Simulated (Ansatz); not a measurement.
# CH₃ClFSTa: one species, many methods

The task here is to estimate one member of a computed series from the others.

Computed with Ansatz 0.2.0, Gaussian basis. Level: functionals in def2-TZVPP, the program's frozen cores in correlated methods.

Plan: LDA (SPW92), PBE-D4, revPBE-D4, BLYP-D4, r2SCAN-D4, B97M-V, PBE0-D4, B3LYP-D4, r2SCANh-D4, r2SCAN0-D4, HSE06-D4, BHLYP-D4, CAM-B3LYP-D4, LC-ωPBE, ωB97X-V, ωB97M-V, B2PLYP, PBE-QIDH; CCSD(T)/def2-SVP; CCSD(T)/def2-TZVPP; MP2/def2-QZVPP; extrapolation to the limit; RPA on PBE.

**The relaxed structure**

The geometry comes from an earlier relaxation with PBE0-D4 in a triple-zeta def2 set; it is a stationary point, not always the lowest conformer. Ta takes the def2 core potential; no spin-orbit term is included.

SMILES `[CH3][Ta]([F])(=[S])[Cl]`, 8 atoms, charge 0, spin multiplicity 1.

Atoms are counted from 1 here; the program's logs count them from 0.

Bond lengths: C1–Ta2 2.125 Å, C1–H6 1.097 Å, C1–H7 1.094 Å, C1–H8 1.094 Å, Ta2–F3 1.860 Å, Ta2–S4 2.147 Å, Ta2–Cl5 2.285 Å. Angles: Ta2–C1–H6 109.2°, Ta2–C1–H7 110.5°, Ta2–C1–H8 111.2°, H6–C1–H7 109.0°, H6–C1–H8 109.1°, H7–C1–H8 107.9°, C1–Ta2–F3 106.4°, C1–Ta2–S4 103.8°, C1–Ta2–Cl5 107.3°, F3–Ta2–S4 110.8°, F3–Ta2–Cl5 116.1°, S4–Ta2–Cl5 111.5°.

Set-up of the first run:

in.yaml reads:

```yaml
crystal:
  periodic: [false, false, false]
  atoms:
    - {symbol: C, position_ang: [-0.667564, 0.740868, 0.512814]}
    - {symbol: Ta, position_ang: [0.533844, -0.670607, -0.526328]}
    - {symbol: F, position_ang: [-0.543151, -1.397495, -1.857750]}
    - {symbol: S, position_ang: [1.001491, -2.143578, 0.964108]}
    - {symbol: Cl, position_ang: [2.408176, 0.425078, -1.238188]}
    - {symbol: H, position_ang: [-0.962753, 1.540615, -0.177779]}
    - {symbol: H, position_ang: [-0.110649, 1.178061, 1.347291]}
    - {symbol: H, position_ang: [-1.567193, 0.269860, 0.920033]}
basis:
  gaussian: {orbitals: def2-TZVPP}
hamiltonian: {xc: lda}
output: {orbitals: {seedname: orbitals}}
```

On the command line:

```bash
$ ansatz run in.yaml --threads 4 --pin off --events-out ev --progress --plain --max-ram 10444MiB
```

Steps of the session up to this table: LDA; PBE-D4 (GGA); revPBE-D4 (GGA); BLYP-D4 (GGA); r2SCAN-D4 (meta-GGA); B97M-V (meta-GGA); PBE0-D4 (hybrid); B3LYP-D4 (hybrid); r2SCANh-D4 (hybrid); r2SCAN0-D4 (hybrid); HSE06-D4 (hybrid); BHLYP-D4 (hybrid); CAM-B3LYP-D4 (range-separated); LC-ωPBE (range-separated); ωB97X-V (range-separated); ωB97M-V (range-separated); B2PLYP (double hybrid); PBE-QIDH (double hybrid).

One table of the session follows, with a row left open; its other results are not shown here.

It belongs to the step «Orbital energies across the functionals». 

```
  functional  HOMO (eV)  LUMO (eV)  gap (eV)
 LDA (SPW92)      -6.95      -3.43      3.52
      PBE-D4      -6.77      -3.19      3.58
   revPBE-D4      -6.71      -3.10      3.61
     BLYP-D4      -6.59      -3.05      3.54
   r2SCAN-D4      -7.06      -3.07      3.99
      B97M-V          ?          ?         ?
     PBE0-D4      -7.94      -2.39      5.56
    B3LYP-D4      -7.69      -2.58      5.11
  r2SCANh-D4      -7.49      -2.77      4.72
  r2SCAN0-D4      -8.13      -2.31      5.82
    HSE06-D4      -7.55      -2.76      4.78
    BHLYP-D4      -8.92      -1.41      7.51
CAM-B3LYP-D4      -9.18      -1.28      7.90
     LC-ωPBE     -10.52      -0.17     10.34
     ωB97X-V     -10.18      -0.24      9.94
     ωB97M-V     -10.03      -0.29      9.74
```

Q: Estimate the row for B97M-V from the others.

The run gave: HOMO (eV): -7.06; LUMO (eV): -3.01; gap (eV): 4.06.
